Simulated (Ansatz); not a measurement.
# Mg15SnS16: the cost of one run

Method: DFT PBE, scalar-relativistic, plane waves, PAW, in Ansatz 0.2.0.

3 further runs of the same task are left out: 3 set aside as unsound or not needed.

## Step 1: The system as given

Symmetry: Fm-3m, No. 225, cubic system. Conventional cell: a = 5.230 Å, b = 5.230 Å, c = 5.230 Å, α = 90.00°, β = 90.00°, γ = 90.00°. Around Mg (site symmetry m-3m) lie 6 S at 2.61 Å. Around S (site symmetry m-3m) lie 6 Mg at 2.61 Å.

Structure file:

```cif
data_structure
_symmetry_space_group_name_H-M 'P 1'
_symmetry_Int_Tables_number 1
_cell_length_a 3.6980
_cell_length_b 3.6980
_cell_length_c 3.6980
_cell_angle_alpha 60.000
_cell_angle_beta 60.000
_cell_angle_gamma 60.000
_cell_volume 35.76
loop_
_atom_site_label
_atom_site_type_symbol
_atom_site_fract_x
_atom_site_fract_y
_atom_site_fract_z
_atom_site_occupancy
Mg1 Mg 0.00000 0.00000 0.00000 1
S1 S 0.50000 0.50000 0.50000 1
```

It goes back to an entry of the Materials Project.

It is the result of an earlier relaxation at this level (volume 17.88 Å³/atom; gap on the mesh: 2.76 eV).

The host's static dielectric tensor, from an earlier linear-response run, has a mean of 16.36.

The perfect supercell (rows 1 1 -3; 1 1 1; 1 -3 1 in vectors of this cell) was computed beforehand with the same settings: E(σ→0) = -45259.9906 eV for 32 atoms, gap 3.70 eV on its own mesh.

## Step 2: Making the defect

The atom at (0.000, 0.000, 0.000) of the supercell is replaced. The other atoms start on their ideal sites. Its neighbours are 6 S at 2.62 Å.

## Step 3: Charge state 0

input.yaml

```yaml
crystal:
  lattice:
    - [-5.2297550323, -5.2297550323, 5.2297550323]
    - [5.2297550323, 5.2297550323, 5.2297550323]
    - [-5.2297550323, 5.2297550323, -5.2297550323]
  atoms:
    - { symbol: Sn, position: [0.0, 0.0, 0.0] }
    - { symbol: Mg, position: [0.25, 0.0, 0.75] }
    - { symbol: Mg, position: [0.0, 0.25, 0.75] }
    - { symbol: Mg, position: [0.5, 0.0, 0.5] }
    - { symbol: Mg, position: [0.25, 0.25, 0.5] }
    - { symbol: Mg, position: [0.0, 0.5, 0.5] }
    - { symbol: Mg, position: [0.75, 0.0, 0.25] }
    - { symbol: Mg, position: [0.5, 0.25, 0.25] }
    - { symbol: Mg, position: [0.25, 0.5, 0.25] }
    - { symbol: Mg, position: [0.0, 0.75, 0.25] }
    - { symbol: Mg, position: [0.75, 0.25, 0.0] }
    - { symbol: Mg, position: [0.5, 0.5, 0.0] }
    - { symbol: Mg, position: [0.25, 0.75, 0.0] }
    - { symbol: Mg, position: [0.75, 0.5, 0.75] }
    - { symbol: Mg, position: [0.5, 0.75, 0.75] }
    - { symbol: Mg, position: [0.75, 0.75, 0.5] }
    - { symbol: S, position: [0.0, 0.5, 0.0] }
    - { symbol: S, position: [0.25, 0.5, 0.75] }
    - { symbol: S, position: [0.0, 0.75, 0.75] }
    - { symbol: S, position: [0.5, 0.5, 0.5] }
    - { symbol: S, position: [0.25, 0.75, 0.5] }
    - { symbol: S, position: [0.0, 0.0, 0.5] }
    - { symbol: S, position: [0.75, 0.5, 0.25] }
    - { symbol: S, position: [0.5, 0.75, 0.25] }
    - { symbol: S, position: [0.25, 0.0, 0.25] }
    - { symbol: S, position: [0.0, 0.25, 0.25] }
    - { symbol: S, position: [0.75, 0.75, 0.0] }
    - { symbol: S, position: [0.5, 0.0, 0.0] }
    - { symbol: S, position: [0.25, 0.25, 0.0] }
    - { symbol: S, position: [0.75, 0.0, 0.75] }
    - { symbol: S, position: [0.5, 0.25, 0.75] }
    - { symbol: S, position: [0.75, 0.25, 0.5] }
  host:
    lattice:
      - [0.0, 2.6148775162, 2.6148775162]
      - [2.6148775162, 0.0, 2.6148775162]
      - [2.6148775162, 2.6148775162, 0.0]
    atoms:
      - { symbol: Mg, position: [0.0, 0.0, 0.0] }
      - { symbol: S, position: [0.5, 0.5, 0.5] }
basis:
  ecutwfc: 420
  xc_grid: 2
kpoints:
  mp_grid: { grid: [2, 2, 2], shift: [0.5, 0.5, 0.5] }
hamiltonian:
  xc: pbe
scf:
  occupations: { method: gaussian, width: 0.01 }
output:
  forces: true
  stress: false
  eigenvalues: true
  charged_corrections:
    defect_position: [0.0, 0.0, 0.0]
    epsilon: [[16.3551, 0.0, 0.0], [0.0, 16.3551, 0.0], [0.0, 0.0, 16.3551]]
  write_density: true
  write_potential: true
  elf: true
  volumetric_format: npy
relax:
  adjacent_minimum: "off"
  f_tol: 0.025
  max_steps: 45
```

Launch:

```console
$ ansatz run input.yaml --threads 4 --pin off --max-ram 6144MiB --backend cpu --events-out ev --progress --plain --runs-dir out
```

Q: Estimate wall time and peak memory on 4 threads of Arm Neoverse V1, shared host.

About 23 s, with a peak of 1.2 GiB.
